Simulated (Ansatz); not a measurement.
# Rh (Rhodium): the cost of one run

Computed with Ansatz 0.2.0 (DFT PBE, scalar-relativistic, plane waves, PAW, unless a step's input says otherwise).

The COD entry's cell or inner coordinates are ideal or old and differ from later refinements, so a difference from it is no clean test against experiment.

## (1) The starting structure

The structure is cubic, space group Fm-3m (No. 225). Conventional cell: a = 3.796 Å, b = 3.796 Å, c = 3.796 Å, α = 90.00°, β = 90.00°, γ = 90.00°. Around Rh (site symmetry m-3m) lie 12 Rh at 2.68 Å.

Coordinates:

```
CELL_PARAMETERS angstrom
0.00000 1.89785 1.89785
1.89785 0.00000 1.89785
1.89785 1.89785 0.00000
ATOMIC_POSITIONS crystal
Rh 0.00000 0.00000 0.00000
```

## (2) The listed cell

Input file input.yaml:

```yaml
crystal:
  lattice:
    - [0.0, 1.89785, 1.89785]
    - [1.89785, 0.0, 1.89785]
    - [1.89785, 1.89785, 0.0]
  atoms:
    - { symbol: Rh, position: [0.0, 0.0, 0.0] }
basis:
  ecutwfc: 420
  ecutrho_ratio: 4
kpoints:
  mp_grid: { grid: [20, 20, 20] }
hamiltonian:
  xc: pbe
scf:
  occupations: { method: gaussian, width: 0.05 }
output:
  forces: true
  stress: true
  eigenvalues: true
```

Run with:

```sh
> ansatz run input.yaml --threads 4 --pin off --max-ram 10240MiB --backend cpu --events-out ev --progress --plain --runs-dir out
```

Q: Estimate wall time and peak memory on 4 threads of Arm Neoverse N1, shared host.

About 1.4 s, with a peak of 0.31 GiB.
